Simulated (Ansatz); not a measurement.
# In(PF3)H3 (F3H3InP): Born-Oppenheimer dynamics

Aim: follow In(PF3)H3 (F3H3InP) for 15 steps with a Nosé-Hoover thermostat (300 K) and see how far bonds stretch and how energy moves between motion and potential.

Program: Ansatz 0.2.0, Gaussian basis. Level of theory: BLYP/def2-SVP with D3(BJ) dispersion. These are calculated values, not measurements.

### 1 Structure used throughout

An earlier r2SCAN-D4/def2-SVP relaxation fixed the geometry. In takes the def2 core potential; no spin-orbit term is included.

8 atoms, charge 0, spin multiplicity 1.

Atoms are counted from 1 here; the program's logs count them from 0.

Bond lengths: In1–P2 2.830 Å, In1–H6 1.732 Å, In1–H7 1.731 Å, In1–H8 1.731 Å, P2–F3 1.588 Å, P2–F4 1.588 Å, P2–F5 1.588 Å. Angles: P2–In1–H6 92.3°, P2–In1–H7 92.3°, P2–In1–H8 92.8°, H6–In1–H7 119.8°, H6–In1–H8 119.8°, H7–In1–H8 119.9°, In1–P2–F3 119.0°, In1–P2–F4 118.3°, In1–P2–F5 118.7°, F3–P2–F4 98.9°, F3–P2–F5 98.9°, F4–P2–F5 98.9°.

Geometry (Å):

```
In    0.0343   -0.0395   -1.6721
P    -0.0271    0.0254    1.1563
F    -1.4303    0.1145    1.8948
F     0.7172    1.2152    1.8994
F     0.5960   -1.1939    1.9608
H     1.7648   -0.0929   -1.7037
H    -0.7814    1.4829   -1.7941
H    -0.8735   -1.5116   -1.7414
```

### 2 Dynamics

Input file in.yaml:

```yaml
crystal:
  periodic: [false, false, false]
  atoms:
    - {symbol: In, position_ang: [0.034266, -0.039506, -1.672147]}
    - {symbol: P, position_ang: [-0.027050, 0.025365, 1.156326]}
    - {symbol: F, position_ang: [-1.430327, 0.114460, 1.894780]}
    - {symbol: F, position_ang: [0.717166, 1.215219, 1.899415]}
    - {symbol: F, position_ang: [0.595973, -1.193866, 1.960819]}
    - {symbol: H, position_ang: [1.764835, -0.092922, -1.703658]}
    - {symbol: H, position_ang: [-0.781391, 1.482876, -1.794123]}
    - {symbol: H, position_ang: [-0.873472, -1.511627, -1.741412]}
basis:
  gaussian: {orbitals: def2-SVP}
hamiltonian: {xc: {name: BLYP}, dispersion: d3bj}
md: {timestep: 1 fs, n_steps: 15, ensemble: nvt_nose_hoover, temperature: 300, initial_velocities: maxwell_boltzmann, seed: 730}
scf: {omitted_lower_state_checks: [starts]}
```

The run is started by

```bash
$ ansatz run in.yaml --threads 4 --pin off --events-out ev --progress --plain --max-ram 3916MiB
```

Log, shortened:

```text
Functional definition: BLYP
  name "BLYP"
  cite "Becke, Phys. Rev. A 38, 3098 (1988) doi:10.1103/PhysRevA.38.3098"
  cite "Lee, Yang & Parr, Phys. Rev. B 37, 785 (1988) doi:10.1103/PhysRevB.37.785"
[...]
1141 factors; their error is unknown
[...]
mean field -22651.59479820 eV, -832.4307550316 hartree, gradient 2.7e-5 eV, S^2 0.000000; 0 other end points of the search recorded, 0 dependent functions left out
[...]
reference -22651.59515283 eV, -832.4307680637 hartree; 33, 33 occupied and 68, 68 virtual orbitals, 1141 factors
md step     0: t =     0.00 fs  T =   300.0 K  F+E_penalty+E_count = -22651.93394876 eV  E_kin = 0.232668 eV  conserved = -22651.70128076 eV  (24 SCF iters)
[...]
md step     4: t =     4.00 fs  T =   187.0 K  F+E_penalty+E_count = -22651.84409178 eV  E_kin = 0.145003 eV  conserved = -22651.69912137 eV  (27 SCF iters)
[...]
md step     8: t =     8.00 fs  T =   248.5 K  F+E_penalty+E_count = -22651.89341368 eV  E_kin = 0.192727 eV  conserved = -22651.70091582 eV  (29 SCF iters)
[...]
md step    12: t =    12.00 fs  T =   191.6 K  F+E_penalty+E_count = -22651.84795691 eV  E_kin = 0.148564 eV  conserved = -22651.69995542 eV  (27 SCF iters)
[...]
md step    14: t =    14.00 fs  T =   159.3 K  F+E_penalty+E_count = -22651.82237873 eV  E_kin = 0.123552 eV  conserved = -22651.69956489 eV  (29 SCF iters)
[...]
md step    15: t =    15.00 fs  T =   159.1 K  F+E_penalty+E_count = -22651.82210692 eV  E_kin = 0.123357 eV  conserved = -22651.69958642 eV  (12 SCF iters)
Total energy: -22651.82246139 eV, -832.4391214994 hartree
Atom 0 at     0.029974    -0.033148    -1.673959 Å, force     0.551039     1.049114    -0.538560 eV/Å
Atom 1 at    -0.005393    -0.014421     1.170062 Å, force     0.293177     0.517935     0.147700 eV/Å
Atom 2 at    -1.455100     0.137663     1.848658 Å, force     0.001633    -0.199365     0.123390 eV/Å
Atom 3 at     0.714248     1.256122     1.880521 Å, force    -0.060710    -0.446369     0.004593 eV/Å
Atom 4 at     0.615156    -1.244975     2.019069 Å, force    -0.202206     0.351000    -0.037271 eV/Å
Atom 5 at     1.849019     0.018337    -1.806276 Å, force    -0.688769    -0.129396     0.091159 eV/Å
Atom 6 at    -0.830382     1.542039    -2.071019 Å, force     0.332130    -0.609721     0.280151 eV/Å
Atom 7 at    -0.924910    -1.428734    -1.450091 Å, force    -0.226294    -0.533198    -0.071162 eV/Å
Dipole moment:    -0.007688    -0.104059     0.185285 e Å
Checks for a lower state left out: starts
```

Wall time 40 s (4 threads of Intel Xeon at 2.50GHz, shared host).

### 3 The trajectory

Step by step, with energies from the first frame:

```tsv
time (fs)	T (K)	potential (meV)	conserved (meV)	In1–H7 (Å)
0.0	300	0.0	0.00	1.731
1.0	276	19.3	0.40	1.708
2.0	239	48.5	1.16	1.690
3.0	205	75.7	1.89	1.680
4.0	187	89.9	2.16	1.678
5.0	191	86.7	1.85	1.686
6.0	210	70.9	1.20	1.702
7.0	233	52.5	0.63	1.725
8.0	249	40.5	0.36	1.751
9.0	250	39.8	0.43	1.777
10.0	237	49.8	0.69	1.802
11.0	216	66.9	1.01	1.823
12.0	192	86.0	1.33	1.837
13.0	171	102.2	1.57	1.845
14.0	159	111.6	1.72	1.845
15.0	159	111.8	1.70	1.838
```

Positions (Å) and forces (eV/Å) at 15.0 fs:

```xyz
8

In    0.030   -0.033   -1.674    0.551    1.049   -0.539
P    -0.005   -0.014    1.170    0.293    0.518    0.148
F    -1.455    0.138    1.849    0.002   -0.199    0.123
F     0.714    1.256    1.881   -0.061   -0.446    0.005
F     0.615   -1.245    2.019   -0.202    0.351   -0.037
H     1.849    0.018   -1.806   -0.689   -0.129    0.091
H    -0.830    1.542   -2.071    0.332   -0.610    0.280
H    -0.925   -1.429   -1.450   -0.226   -0.533   -0.071
```

### 4 Summary of results

```
                              quantity                          value
                                length             15 steps of 1.0 fs
     temperature, first and last frame                     300, 159 K
              temperature, second half  mean 204 K, from 159 to 250 K
                swing of the potential                        112 meV
largest change of the conserved energy                       2.16 meV
                       range of In1–H7               1.678 to 1.845 Å
```

From 300 K at the start the temperature swings between 159 and 300 K: with 8 atoms it has no steady value yet; starting near a minimum, about half of the kinetic energy flows into the potential. The conserved energy moves by 2.16 meV, 1.9 % of the potential's swing, so the step is short enough for this stretch. In1–H7 swings most, by 0.17 Å; no bond breaks. A run of 15 fs gives no averages.
